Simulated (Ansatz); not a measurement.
# C9H21Al: up Jacob's ladder to CCSD(T)

An exercise on one series of results from a longer session: the logs are not shown, and one member is left open.

The runs use Ansatz 0.2.0, Gaussian basis; functionals in def2-TZVPP, the program's frozen cores in correlated methods.

Plan: LDA (SPW92), PBE-D4, revPBE-D4, BLYP-D4, r2SCAN-D4, B97M-V, PBE0-D4, B3LYP-D4, r2SCANh-D4, r2SCAN0-D4, HSE06-D4, BHLYP-D4, CAM-B3LYP-D4, LC-ωPBE, ωB97X-V, ωB97M-V, B2PLYP, PBE-QIDH; CCSD(T)/def2-SVP; CCSD(T)/def2-TZVPP; RPA on PBE.

1 further run of the same task is left out (it didn't finish).

### The geometry

All runs share one geometry, relaxed beforehand with PBE0-D4 in a triple-zeta def2 set.

SMILES `C[CH](C)[Al]([CH](C)C)[CH](C)C`, 31 atoms, charge 0, spin multiplicity 1.

Atoms are counted from 1 here; the program's logs count them from 0.

Bond lengths: C1–C2 1.533 Å, C1–H11 1.096 Å, C1–H12 1.096 Å, C1–H13 1.098 Å, C2–C3 1.526 Å, C2–Al4 1.980 Å, C2–H14 1.099 Å, C3–H15 1.098 Å, C3–H16 1.094 Å, C3–H17 1.094 Å, Al4–C5 1.980 Å, Al4–C8 1.979 Å, C5–C6 1.527 Å, C5–C7 1.532 Å, C5–H18 1.099 Å, C6–H19 1.098 Å, C6–H20 1.095 Å, C6–H21 1.094 Å and more. Angles: C2–C1–H11 112.6°, C2–C1–H12 111.7°, C2–C1–H13 111.4°, H11–C1–H12 107.3°, H11–C1–H13 106.9°, H12–C1–H13 106.6°, C1–C2–C3 110.6°, C1–C2–Al4 108.3°, C1–C2–H14 107.3°, C3–C2–Al4 115.4°, C3–C2–H14 108.1°, Al4–C2–H14 106.8°, C2–C3–H15 111.4°, C2–C3–H16 111.7°, C2–C3–H17 112.4°, H15–C3–H16 106.7°, H15–C3–H17 107.1°, H16–C3–H17 107.1° and more.

The first run:

in.yaml reads:

```yaml
crystal:
  periodic: [false, false, false]
  atoms:
    - {symbol: C, position_ang: [0.240687, -2.010310, 1.918981]}
    - {symbol: C, position_ang: [0.916876, -0.733350, 1.406503]}
    - {symbol: C, position_ang: [1.008873, 0.308202, 2.517966]}
    - {symbol: Al, position_ang: [-0.025371, -0.143993, -0.231604]}
    - {symbol: C, position_ang: [-1.597554, 1.056158, -0.136794]}
    - {symbol: C, position_ang: [-2.605718, 0.681492, 0.947568]}
    - {symbol: C, position_ang: [-1.132165, 2.505031, 0.039362]}
    - {symbol: C, position_ang: [0.573332, -0.776323, -2.009226]}
    - {symbol: C, position_ang: [0.684837, 0.385422, -2.999714]}
    - {symbol: C, position_ang: [1.855736, -1.602580, -1.985015]}
    - {symbol: H, position_ang: [0.220705, -2.806904, 1.167195]}
    - {symbol: H, position_ang: [-0.794715, -1.824998, 2.225992]}
    - {symbol: H, position_ang: [0.760655, -2.414231, 2.797266]}
    - {symbol: H, position_ang: [1.938286, -1.002819, 1.104792]}
    - {symbol: H, position_ang: [1.523549, -0.091888, 3.401389]}
    - {symbol: H, position_ang: [0.018464, 0.634046, 2.850786]}
    - {symbol: H, position_ang: [1.553686, 1.203956, 2.205476]}
    - {symbol: H, position_ang: [-2.105063, 0.988520, -1.109224]}
    - {symbol: H, position_ang: [-3.454575, 1.377579, 0.964026]}
    - {symbol: H, position_ang: [-2.156211, 0.709519, 1.945208]}
    - {symbol: H, position_ang: [-3.016342, -0.323160, 0.807433]}
    - {symbol: H, position_ang: [-0.464752, 2.832419, -0.764941]}
    - {symbol: H, position_ang: [-1.981855, 3.200003, 0.052256]}
    - {symbol: H, position_ang: [-0.597391, 2.645552, 0.984892]}
    - {symbol: H, position_ang: [-0.240873, -1.426957, -2.367214]}
    - {symbol: H, position_ang: [0.924007, 0.032119, -4.010716]}
    - {symbol: H, position_ang: [-0.241169, 0.963953, -3.068658]}
    - {symbol: H, position_ang: [1.482285, 1.081718, -2.716336]}
    - {symbol: H, position_ang: [2.706925, -1.011196, -1.631116]}
    - {symbol: H, position_ang: [2.119837, -1.971698, -2.984289]}
    - {symbol: H, position_ang: [1.777317, -2.472487, -1.326550]}
basis:
  gaussian: {orbitals: def2-TZVPP}
hamiltonian: {xc: lda}
output: {orbitals: {seedname: orbitals}}
```

Launch:

```bash
ansatz run in.yaml --threads 4 --pin off --events-out ev --progress --plain --max-ram 41984MiB --backend cuda --devices 0, --max-vram 37GiB
```

Among the steps run: LDA; PBE-D4 (GGA); revPBE-D4 (GGA); BLYP-D4 (GGA); r2SCAN-D4 (meta-GGA); B97M-V (meta-GGA); PBE0-D4 (hybrid); B3LYP-D4 (hybrid); r2SCANh-D4 (hybrid); r2SCAN0-D4 (hybrid); HSE06-D4 (hybrid); BHLYP-D4 (hybrid); CAM-B3LYP-D4 (range-separated); LC-ωPBE (range-separated); ωB97X-V (range-separated); ωB97M-V (range-separated); B2PLYP (double hybrid); PBE-QIDH (double hybrid).

One table of the session follows, with a row left open; its other results are not shown here.

It belongs to the step «Orbital energies across the functionals». 

| functional | HOMO (eV) | gap (eV) |
| --- | --- | --- |
| LDA (SPW92) | ? | ? |
| PBE-D4 | -5.33 | 3.94 |
| revPBE-D4 | -5.29 | 4.07 |
| BLYP-D4 | -5.24 | 3.96 |
| r2SCAN-D4 | -5.55 | 4.43 |
| B97M-V | -5.65 | 4.31 |
| PBE0-D4 | -6.52 | 5.93 |
| B3LYP-D4 | -6.35 | 5.53 |
| r2SCANh-D4 | -5.99 | 5.14 |
| r2SCAN0-D4 | -6.66 | 6.20 |
| HSE06-D4 | -6.12 | 5.16 |
| BHLYP-D4 | -7.66 | 7.84 |
| CAM-B3LYP-D4 | -7.86 | 8.18 |
| LC-ωPBE | -9.15 | 10.66 |
| ωB97X-V | -8.84 | 10.08 |
| ωB97M-V | -8.71 | 9.62 |

Estimate the missing values for LDA (SPW92).

**Answer.** HOMO (eV): -5.42; gap (eV): 3.72. In the column «HOMO (eV)» it lies between r2SCAN-D4 (-5.55) and PBE-D4 (-5.33).
